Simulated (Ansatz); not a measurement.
Write a Python script for the Ansatz DFT code, driven from Python that makes a rigid torsion scan of C₂H₇FOSi, SMILES CO[SiH](C)F. Level of theory (for the species named): Hartree-Fock, 6-31G* basis, multiplicity 1.

```xyz
12

C     0.6109    1.9562   -0.4923
O     0.0515    0.9960    0.3612
Si    0.1144   -0.5845   -0.1530
C    -0.7933   -1.7285    0.8771
F    -0.3786   -0.6550   -1.6702
H     0.4397    2.9862   -0.0117
H     1.6580    1.8588   -0.6959
H     0.0432    2.0491   -1.4538
H     1.5754   -0.9820   -0.0875
H    -1.9223   -1.4556    0.8880
H    -0.5491   -1.7380    1.9457
H    -0.7728   -2.7579    0.5264
```

`c2h7fosi_torsion.py`
```python
# -*- coding: utf-8 -*-
import ansatz as az
from ase import Atoms

atoms = Atoms(["C", "O", "Si", "C", "F", "H", "H", "H", "H", "H", "H", "H"], positions=[
    [0.6109, 1.9562, -0.4923],
    [0.0515, 0.996, 0.3612],
    [0.1144, -0.5845, -0.153],
    [-0.7933, -1.7285, 0.8771],
    [-0.3786, -0.655, -1.6702],
    [0.4397, 2.9862, -0.0117],
    [1.658, 1.8588, -0.6959],
    [0.0432, 2.0491, -1.4538],
    [1.5754, -0.982, -0.0875],
    [-1.9223, -1.4556, 0.888],
    [-0.5491, -1.738, 1.9457],
    [-0.7728, -2.7579, 0.5264],
])

first = (
    az.Crystal.molecule_from_ase(atoms).calculation()
    .basis(gaussian="6-31G*")
    .functional("HF")
    .relax(force_tolerance=0.02, max_steps=80)
)
atoms.positions = first.run().report["positions_ang"]

start = atoms.get_dihedral(1, 2, 3, 9)
energies = {}
for turn in range(0, 121, 20):
    turned = atoms.copy()
    turned.set_dihedral(1, 2, 3, 9, start + turn, indices=[3, 9, 10, 11])
    job = (
        az.Crystal.molecule_from_ase(turned).calculation()
        .basis(gaussian="6-31G*")
        .functional("HF")
    )
    energies[round((start + turn) % 360)] = job.run().report["free_energy_ev"]
floor = min(energies.values())
print("dihedral O1-Si2-C3-H9 (deg)   E - E(min) (kcal/mol)")
for angle, e in sorted(energies.items()):
    print(f"{angle:8d} {23.060548 * (e - floor):14.3f}  " + "#" * int(30 * (e - floor) / max(max(energies.values()) - floor, 1e-9)))
```

```console
$ python c2h7fosi_torsion.py
dihedral O1-Si2-C3-H9 (deg)   E - E(min) (kcal/mol)
      57          0.000
      77          0.246  #######
      97          0.764  ######################
     117          1.039  ##############################
     137          0.785  ######################
     157          0.266  #######
     177          0.006
```

The scan is rigid and the energies are electronic, in a modest basis. With rigid groups the curve can differ much from the relaxed path, the start wasn't checked as a minimum of this torsion, and equivalent turns needn't return to the same energy. Run time: 23 s on 1 thread of Arm Neoverse V2, with other jobs on the host, peak memory 0.25 GiB.
